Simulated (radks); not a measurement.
**Fractional charge and spin in the 4d shell of indium**

An exercise on one series of results from a longer session: the logs are not shown, and one member is left open.

The numbers are computed with radks (a radial shooting solver on a logarithmic mesh, Libxc functionals) version 1 (scalar-relativistic Kohn-Sham, r2SCAN, spin-polarised, spherical densities, finite nucleus), except any that are marked as measured or tabulated.

## The system

| Property | Result |
| --- | --- |
| element | indium (Z = 49) |
| configuration | [Kr] 5s(up 0.5, down 0.5) 4d(up 5, down 5) |
| nuclear rms radius | 4.6156 fm |

A shell typed twice in an input gives spin up, then spin down.

Set-up of the first run:

Settings of this run:

```text
Z 49
configuration [Kr] 5s0.5 5s0.5 4d5 4d5
relativity scalar-relativistic
functional r2scan,r2scan
spin polarised
nucleus finite rms 4.6156 fm
c 137.035999084
```

Steps of the session up to this table: 4d: up 5, down 5.

One of the session's tables, all rows but one given; the rest of the session is left out.

From the orbitals of this run (lengths in bohr):

```
level     <r>  outermost maximum (interpolated)  90 % within  nodes
   2p  0.1122                            0.0869        0.183      0
   3s  0.3478                             0.315        0.511      2
   3p       ?                                 ?            ?      ?
   3d  0.3243                             0.259        0.511      0
   4s  0.8506                             0.771         1.23      3
   4p  0.9233                             0.817         1.36      2
   4d   1.162                             0.930         1.81      1
   5s   2.339                              2.05         3.40      4
```

Estimate the missing values for 3p.

The run gave: <r>: 0.3466; outermost maximum (interpolated): 0.309; 90 % within: 0.521; nodes: 1. In the column «<r>» it lies between 3d (0.3243) and 3s (0.3478).
